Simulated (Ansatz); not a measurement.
# SrCl2: how the settings move a single-point run

How sensitive is a single-point run of SrCl2 to its settings? A reference run comes first, then five runs with altered input. The cell is built on a prototype (CdCl2 type) and needn't be the phase found in nature.

Method: reference: DFT, PBE, plane waves, PAW, in Ansatz 0.2.0.

6 further runs of the same task are left out: 6 that didn't finish.

## (1) Starting point

It takes space group Fm-3m (No. 225, cubic). Conventional cell: a = 6.951 Å, b = 6.951 Å, c = 6.951 Å, α = 90.00°, β = 90.00°, γ = 90.00°. Sr (site symmetry m-3m) is surrounded by 8 Cl at 3.01 Å. Cl (site symmetry -43m) is surrounded by 4 Sr at 3.01 Å.

As a file:

```cif
data_structure
_symmetry_space_group_name_H-M 'P 1'
_symmetry_Int_Tables_number 1
_cell_length_a 4.9163
_cell_length_b 4.9163
_cell_length_c 4.9163
_cell_angle_alpha 59.961
_cell_angle_beta 59.961
_cell_angle_gamma 59.961
_cell_volume 83.95
loop_
_atom_site_label
_atom_site_type_symbol
_atom_site_fract_x
_atom_site_fract_y
_atom_site_fract_z
_atom_site_occupancy
Sr1 Sr 0.00000 0.00000 0.00000 1
Cl1 Cl 0.24995 0.24995 0.24995 1
Cl2 Cl 0.75005 0.75005 0.75005 1
```

## (2) Baseline

input.yaml

```yaml
crystal:
  lattice:
    - [2.4567214732, 1.4183888039, 4.0153159702]
    - [-2.4567214732, 1.4183888039, 4.0153159702]
    - [0.0, -2.8367776077, 4.0153159702]
  atoms:
    - { symbol: Sr, position: [0.0, 0.0, 0.0] }
    - { symbol: Cl, position: [0.2499511378, 0.2499511378, 0.2499511378] }
    - { symbol: Cl, position: [0.7500488622, 0.7500488622, 0.7500488622] }
kpoints:
  mp_grid: { grid: [4, 4, 4] }
hamiltonian:
  xc: pbe
scf:
  occupations: { method: fixed }
  n_extra_bands: 4
output:
  forces: true
  stress: true
  eigenvalues: true
```

On the command line:

```sh
ansatz run input.yaml --threads 4 --pin off --max-ram 3686MiB --backend cpu --events-out ev --progress --plain --runs-dir out
```

## (3) A further run, with the input changed

input.yaml: that of step 2 with these lines changed.

```diff
@@ -16,2 +16,4 @@
   n_extra_bands: 4
+  convergence: { dr2_threshold: 0.0001 }
+  max_iter: 52
 output:
```

## (5) Changing settings: xc lda

input.yaml: that of step 2 with these lines changed.

```diff
@@ -12,3 +12,3 @@
 hamiltonian:
-  xc: pbe
+  xc: lda
 scf:
```

## (6) Variant: exchange pbe, correlation pbe, coeff 0.15, omega 0.1

input.yaml: that of step 2 with these lines changed.

```diff
@@ -12,3 +12,3 @@
 hamiltonian:
-  xc: pbe
+  xc: { exchange: pbe, correlation: pbe, exx: { coeff: 0.15, omega: 0.1 } }
 scf:
```

## (7) Variant: exchange pbe, correlation pbe, coeff 1.0, omega 0.5

input.yaml: that of step 2 with these lines changed.

```diff
@@ -12,3 +12,3 @@
 hamiltonian:
-  xc: pbe
+  xc: { exchange: pbe, correlation: pbe, exx: { coeff: 1.0, omega: 0.5 } }
 scf:
```

## (8) Changing settings: exchange pbe, correlation pbe, coeff 0.1, omega 0.5

input.yaml: that of step 2 with these lines changed.

```diff
@@ -12,3 +12,3 @@
 hamiltonian:
-  xc: pbe
+  xc: { exchange: pbe, correlation: pbe, exx: { coeff: 0.1, omega: 0.5 } }
 scf:
```

(Steps that only read results are left out.)

**Question.** What will these runs give? Wanted: for each run, ending; energy change; pressure; gap; force.

As calculated:

| run | ending | energy change | pressure (GPa) | gap (eV) | force (eV/Å) | cycles | time |
| --- | --- | --- | --- | --- | --- | --- | --- |
| reference | converged | 0 | 1.4 | 5.39 | 0.00 | 6 | 1.3 s |
| 1: dr2_threshold 0.0001 | converged | 0.0 meV/atom | 1.4 | 5.39 | 0.00 | 6 | 1.8 s |
| 2: xc lda | converged | not comparable | -2.5 | 4.92 | 0.00 | 6 | 1.6 s |
| 3: exchange pbe, correlation pbe, coeff 0.15, omega 0.1 | converged | not comparable | 1.1 | 6.36 | 0.00 | 11 | 29 s |
| 4: exchange pbe, correlation pbe, coeff 1.0, omega 0.5 | converged | not comparable | -0.3 | 8.20 | 0.00 | 18 | 41 s |
| 5: exchange pbe, correlation pbe, coeff 0.1, omega 0.5 | converged | not comparable | 1.3 | 5.66 | 0.00 | 9 | 29 s |

Residual by cycle in the longest SCF loop of each run; runs are numbered as in the table. The quantity is the density residual dr2, in eV.

| cycle | reference | run 1 | run 2 | run 3 | run 4 | run 5 |
| --- | --- | --- | --- | --- | --- | --- |
| 1 | 5.1e-5 | 5.1e-5 | 0.0363 | 0.00308 | 0.0481 | 8.9e-4 |
| 2 | 1.2e-5 | 1.2e-5 | 0.0031 | 4.4e-4 | 0.0186 | 1.2e-4 |
| 3 | 2.2e-6 | 2.2e-6 | 5.8e-4 | 1.1e-4 | 0.00293 | 1.6e-5 |
| 4 | 2.9e-7 | 2.7e-7 | 8.2e-7 | 1.5e-6 | 5.8e-4 | 2.2e-7 |
| 5 | 5.1e-8 | 5.2e-8 | 3.4e-8 | 7.9e-7 | 1.5e-4 | 2.3e-8 |
| 6 | 7.3e-9 | 6.5e-9 | 1.9e-9 | 1.3e-8 | 6.9e-5 | - |
| 7 | - | - | - | - | 2.2e-5 | - |

«dr2_threshold 0.0001» leaves the energy as it was. Of the variants the dearest is «exchange pbe, correlation pbe, coeff 1.0, omega 0.5» (41 s), the cheapest «xc lda» (1.6 s), on a shared host.
